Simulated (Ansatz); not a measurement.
# Ba2Tl5V3O12 (R-3m) in Ansatz: band structure with r2SCAN

Aim: the band structure of Ba2Tl5V3O12 with r2SCAN.

Program: Ansatz 0.2.0. These are calculated values, not measurements. Logs are shortened: lines on timing, memory, paths and dates and some standing lists are left out, and cuts for length are marked.

## (1) Starting point

The structure is trigonal, space group R-3m (No. 166). Conventional cell: a = 8.474 Å, b = 8.474 Å, c = 18.385 Å, α = 90.00°, β = 90.00°, γ = 120.00°. Around Ba (site symmetry -3m) lie 12 O at 3.23 Å. Ba (site symmetry -3m) has 12 O at 3.22 Å as nearest neighbours. Around V (site symmetry 2/m) lie 4 O at 1.82 Å. Tl (site symmetry 2/m) has 4 O at 2.36 Å as nearest neighbours. Around Tl (site symmetry 3m) lie 3 V at 2.80 Å and 6 O at 2.84 Å and 3 Tl at 2.98 Å. O (site symmetry 1) has 1 V at 1.82 Å as nearest neighbours.

The cell was built by a generator and needn't be a form met in nature.

## (2) Band structure, r2SCAN, non-collinear spin, ferromagnetic start, spin-orbit coupling

Input file input.yaml:

```yaml
crystal:
  lattice:
    - [4.23698, 2.44622, 6.1284]
    - [-4.23698, 2.44622, 6.1284]
    - [0.0, -4.89244, 6.1284]
  atoms:
    - { symbol: Ba, position: [0.5, 0.5, 0.5] }
    - { symbol: Ba, position: [0.0, 0.0, 0.0] }
    - { symbol: V, position: [0.5, 0.5, 0.0], spin: 2.0, spin_axis: [0.0, 0.0, 2.0] }
    - { symbol: V, position: [0.0, 0.5, 0.5], spin: 2.0, spin_axis: [0.0, 0.0, 2.0] }
    - { symbol: V, position: [0.5, 0.0, 0.5], spin: 2.0, spin_axis: [0.0, 0.0, 2.0] }
    - { symbol: Tl, position: [0.0, 0.0, 0.5] }
    - { symbol: Tl, position: [0.5, 0.0, 0.0] }
    - { symbol: Tl, position: [0.0, 0.5, 0.0] }
    - { symbol: Tl, position: [0.74045, 0.74045, 0.74045] }
    - { symbol: Tl, position: [0.25955, 0.25955, 0.25955] }
    - { symbol: O, position: [0.71652, 0.08089, 0.41242] }
    - { symbol: O, position: [0.41242, 0.71652, 0.08089] }
    - { symbol: O, position: [0.08089, 0.41242, 0.71652] }
    - { symbol: O, position: [0.58757, 0.91911, 0.28348] }
    - { symbol: O, position: [0.91911, 0.28348, 0.58757] }
    - { symbol: O, position: [0.28348, 0.58757, 0.91911] }
    - { symbol: O, position: [0.28348, 0.91911, 0.58757] }
    - { symbol: O, position: [0.58757, 0.28348, 0.91911] }
    - { symbol: O, position: [0.91911, 0.58757, 0.28348] }
    - { symbol: O, position: [0.41242, 0.08089, 0.71652] }
    - { symbol: O, position: [0.08089, 0.71652, 0.41242] }
    - { symbol: O, position: [0.71652, 0.41242, 0.08089] }
hamiltonian:
  xc: r2scan
  pseudopotentials: { kind: paw_fr, azcp: { folder: soft_1 } }
magnetization:
  noncollinear: true
  spin_orbit: true
kpoints:
  mp_grid: { grid: [3, 3, 3] }
  band_path:
    path:
      - [[0.0, 0.0, 0.0], [0.5, 0.0, 0.0], [0.5, 0.2728865088, -0.2728865088]]
      - [[0.7271134912, 0.5, 0.2728865088], [0.5, 0.5, 0.5], [0.0, 0.0, 0.0], [0.3864432544, 0.0, -0.3864432544]]
      - [[0.6135567456, 0.3864432544, 0.0], [0.5, 0.5, 0.0], [0.6135567456, 0.6135567456, 0.2728865088], [0.5, 0.5, 0.5]]
      - [[0.5, 0.0, 0.0], [0.7271134912, 0.3864432544, 0.3864432544]]
    npoints: 10
scf:
  occupations: { method: fermi_dirac, width: 0.05 }
  n_extra_bands: 55
output:
  forces: true
  stress: true
  eigenvalues: true
  fatbands: true
```

Potentials or basis: Ansatz PAW soft_1.

On the command line:

```console
> ansatz run input.yaml --threads 8 --pin off --max-ram 20480MiB --backend cpu --events-out ev --progress --plain --runs-dir out
```

The log of the run:

```text
Warning: the atoms were moved onto the symmetric positions of the space group found under crystal.symmetry.tolerance 1.0e-5 (fractional; no operation is sought that the atoms, as they stand in a round, miss by more than twice it, and no atom is moved by as much as it), and the run uses the moved positions. Before a round's move an operation carried an atom to 5.63e-5 Å from where it should land, the largest such distance. Atom 10 (counting from 0) moved farthest, by 3.92e-5 Å; the longest move in fractions of the cell, of whichever atom, is 0.50 of the tolerance, in 1 round. To run the atoms as typed, lower crystal.symmetry.tolerance until the operations that they miss are no longer found, or set crystal.symmetry.detect: false (a key that needs symmetry detection or time reversal refuses this as the deck is read). The positions used, in the order of the run's atom list: position: [0.5, 0.5, 0.5]; position: [2.333988698247384e-17, 2.333988698247384e-17, 2.333988698247384e-17]; position: [0.5, 0.5, 2.333988698247384e-17]; position: [2.333988698247384e-17, 0.5, 0.5]; position: [0.5, 2.333988698247384e-17, 0.5]; position: [2.333988698247384e-17, 2.333988698247384e-17, 0.5]; position: [0.5, 2.333988698247384e-17, 2.333988698247384e-17]; position: [2.333988698247384e-17, 0.5, 2.333988698247384e-17]; position: [0.74045, 0.74045, 0.74045]; position: [0.25955, 0.25955, 0.25955]; position: [0.71652, 0.08089000000000003, 0.412425]; position: [0.412425, 0.71652, 0.08089000000000003]; position: [0.08089000000000003, 0.412425, 0.71652]; position: [0.5875750000000001, 0.91911, 0.28348]; position: [0.91911, 0.28348, 0.5875750000000001]; position: [0.28348, 0.5875750000000001, 0.91911]; position: [0.28348, 0.91911, 0.5875750000000001]; position: [0.5875750000000001, 0.28348, 0.91911]; position: [0.91911, 0.5875750000000001, 0.28348]; position: [0.412425, 0.08089000000000003, 0.71652]; position: [0.08089000000000003, 0.71652, 0.412425]; position: [0.71652, 0.412425, 0.08089000000000003]; The lattice was moved too: crystal.lattice keeps the space group found at crystal.symmetry.tolerance 1.0e-5 only nearly: the operation that it misses by the most changes a squared length by the fraction 1.09e-6. The run uses the lattice that is a stretch of the typed one, with no rotation, onto the one that keeps every operation to a double's rounding (on a very oblique basis the stretch itself rounds by more); the deck's lattice vector that moved farthest moved by 1.54e-6 Å. To run the lattice as typed, set crystal.symmetry.tolerance under 1.09e-6, the least fraction by which an operation that the lattice misses changes a squared length (the same key also sets how far an atom may lie from its image, so lowering it can lose operations that the atoms keep only within it), or set crystal.symmetry.detect: false, as for the atoms. crystal.lattice made exact, in Å and degrees: [[4.23697866324578, 2.446220771775652, 6.1284], [-4.23697866324578, 2.446220771775652, 6.1284], [0.0, -4.892441543551304, 6.1284]]. Pasted over the deck's crystal.lattice, beside positions in fractional coordinates, it runs the same cell (given as lengths and angles, that cell in the form's own orientation, a rigid turn of the misfit's size from the one run here, for which a checkpoint.post_process_only pass over this run's state can be refused: where this run relaxes nothing, give such a pass this deck's own crystal.lattice, as typed; behind a relaxation, as crystal.lattice, the state's own cell, identity.cell in its checkpoint.json), and a matrix so pasted ends this notice, except on a very skew basis of the lattice, where the rounding of the pasted numbers themselves can read as a misfit: the cell is then moved again, and that move is told again. The lattice as run is in this notice's lattice.as_run_ang field (Run.prep()["deck_notices"] in Python, the deck_notice line of an events file, deck_notices of ansatz run --dry-run=json, or deck_notices in record.json in the deck's checkpoint.write directory).
[... 150 lines left out ...]
  k-point 5: bands = ["-59.7728", "-59.7728", "-59.7727", "-59.2391", "-59.2390", "-59.2390", "-32.9470", "-32.9468", "-32.9461", "-32.7657", "-32.7656", "-32.7656", "-32.2256", "-32.2252", "-32.2243", "-31.9647", "-31.9643", "-31.9641", "-31.8900", "-31.8899", "-31.8898", "-31.5929", "-31.5921", "-31.5910", "-19.9244", "-19.9236", "-19.8759", "-19.8744", "-10.8216", "-10.7798", "-10.7135", "-10.6710", "-10.6534", "-10.6107", "-10.2851", "-10.2373", "-10.1929", "-10.1442", "-10.0802", "-10.0610", "-10.0314", "-10.0160", "-10.0019", "-9.9650", "-9.9562", "-9.9256", "-9.9150", "-9.8769", "-9.8462", "-9.7993", "-9.7854", "-9.7377", "-6.0488", "-6.0481", "-6.0225", "-6.0223", "-5.1676", "-5.1580", "-5.1542", "-5.1440", "-5.0940", "-5.0823", "-5.0781", "-5.0661", "-4.7605", "-4.7582", "-4.7455", "-4.7435", "-4.7194", "-4.7171", "-4.4884", "-4.4877", "-4.4598", "-4.4591", "-4.4482", "-4.4475", "-4.0751", "-4.0745", "-4.0617", "-4.0616", "-3.9865", "-3.9851", "-3.8457", "-3.8445", "-2.9868", "-2.9845", "-2.9736", "-2.9718", "-2.9630", "-2.9583", "-2.9480", "-2.9421", "-2.8957", "-2.8929", "-2.8479", "-2.8421", "-2.6159", "-2.6108", "-2.4644", "-2.4614", "-2.3977", "-2.3970", "-2.3753", "-2.3734", "-2.3625", "-2.3620", "-2.3269", "-2.3257", "-2.2466", "-2.2463", "-2.2416", "-2.2408", "-2.2236", "-2.2225", "0.4374", "0.4559", "0.7087", "0.7616", "1.9031", "1.9118", "2.0950", "2.1153", "2.6097", "2.6373", "3.1421", "3.1893", "3.2683", "3.3113", "3.3839", "3.4352", "3.4603", "3.4903", "3.5878", "3.6134", "3.6321", "3.6497", "3.6736", "3.7030", "3.7983", "3.8324", "3.8425", "3.8878", "4.0170", "4.0286", "4.1722", "4.1840", "4.4698", "4.4946", "4.6037", "4.6448", "4.6668", "4.6815", "5.0402", "5.0581", "5.1944", "5.2042", "5.2656", "5.2869", "5.3561", "5.3823", "5.5912", "5.6444", "5.6609", "5.6780", "5.6910", "5.7111", "5.7242", "5.7394", "5.9275", "5.9727", "6.1565", "6.1788", "6.3855", "6.4220", "6.4648", "6.4834", "6.4926", "6.5030", "6.5166", "6.5343", "6.6093", "6.6528", "6.7362", "6.7855", "6.9421", "6.9656", "6.9881", "6.9969", "7.0468", "7.1154", "7.1474", "7.1867", "7.2416", "7.4327", "7.6549", "8.4885", "8.5102", "8.5388", "8.6018", "8.6771", "8.7916", "9.2882", "9.5165", "9.5905", "9.6897", "9.7134", "9.7502", "9.8284", "9.8750", "9.8899", "9.9167", "10.0415", "10.0480", "10.0736", "10.0849", "10.1474", "10.1967", "10.2398", "10.3457", "10.3740", "10.4817", "10.5587", "10.6921", "10.7512", "11.1999", "11.3330", "11.7465", "11.8572", "12.3091", "12.3707", "12.6851", "12.6919", "12.8098", "12.8674", "12.8852", "12.9954", "13.1324", "13.2328", "13.3735", "13.4445", "13.6079", "13.6852", "13.8433", "13.9011", "13.9640", "14.0725", "14.1812", "14.2226", "14.2725", "14.3646", "14.4214"]
```

Wall time 28 min (8 threads of AMD EPYC 7R43 (Zen 3), shared host); peak memory 18 GiB.

What came out:

- Free energy: -84609.5942 eV
- Pressure: -3.7 GPa
- Largest force: 0.170 eV/Å
- Band gap on the k mesh: none (metal or under the smearing width)
- Net moment: 1.25 μB per cell
- Absolute moment: 2.18 μB per cell

Forces on the atoms (eV/Å):
```
Ba   0.000  0.000  0.000
Ba   0.000  0.000  0.000
V    0.000  0.000  0.000
V    0.000  0.000  0.000
V    0.000  0.000  0.000
Tl   0.000  0.000  0.000
Tl   0.000  0.000  0.000
Tl   0.000  0.000  0.000
Tl   0.000  0.000  0.092
Tl   0.000  0.000 -0.092
O    0.090 -0.143  0.022
O    0.079  0.149  0.022
O   -0.169 -0.007  0.022
O   -0.169  0.007 -0.022
O    0.090  0.143 -0.022
O    0.079 -0.149 -0.022
O   -0.090  0.143 -0.022
O   -0.079 -0.149 -0.022
O    0.169  0.007 -0.022
O    0.169 -0.007  0.022
O   -0.090 -0.143  0.022
O   -0.079  0.149  0.022
```

Levels at the corners of the path, in eV from the Fermi level:
```
point  band 193  band 194  band 195  band 196  band 197  band 198
    Γ     -0.57     -0.53     -0.49     -0.48     -0.38     -0.26
    L     -0.80     -0.70     -0.50     -0.03      0.10      0.28
   B1     -0.80     -0.70     -0.42      0.32      0.35      0.46
    B     -0.80     -0.70     -0.42      0.32      0.35      0.46
    Z     -0.46     -0.35     -0.27     -0.24      0.59      0.81
    Γ     -0.57     -0.53     -0.49     -0.48     -0.38     -0.26
    X     -0.75     -0.72     -0.46      0.14      0.16      0.53
    Q     -0.75     -0.72     -0.46      0.14      0.16      0.53
    F     -0.67     -0.65     -0.37      0.18      0.18      0.78
   P1     -0.82     -0.63     -0.40      0.39      0.41      0.49
    Z     -0.46     -0.35     -0.27     -0.24      0.59      0.81
    L     -0.80     -0.70     -0.50     -0.03      0.10      0.28
    P     -0.82     -0.63     -0.40      0.39      0.41      0.49
```

Moments on the atoms (μB; x, y, z):
```
Ba   0.00  0.00  0.00
Ba   0.00  0.00  0.00
V    0.00  0.01  0.40
V   -0.01 -0.01  0.40
V    0.01 -0.01  0.40
Tl   0.00  0.00  0.00
Tl   0.00  0.00  0.00
Tl   0.00  0.00  0.00
Tl   0.00  0.00  0.02
Tl   0.00  0.00  0.02
O    0.00  0.00  0.00
O    0.00  0.00  0.00
O    0.00  0.00  0.00
O    0.00  0.00  0.00
O    0.00  0.00  0.00
O    0.00  0.00  0.00
O    0.00  0.00  0.00
O    0.00  0.00  0.00
O    0.00  0.00  0.00
O    0.00  0.00  0.00
O    0.00  0.00  0.00
O    0.00  0.00  0.00
```

Caveat: the magnetic or orbital state may not be the lowest; semilocal functionals often make such compounds metallic where correlation or magnetic order opens a gap, which also shifts bond lengths; the PAW data sets come from PBE, with cores solved anew for the run's functional, which leaves a small shift of forces and pressure. With open d or f shells a metallic result of r2SCAN can be an artefact of self-interaction; +U or a hybrid may open a gap.
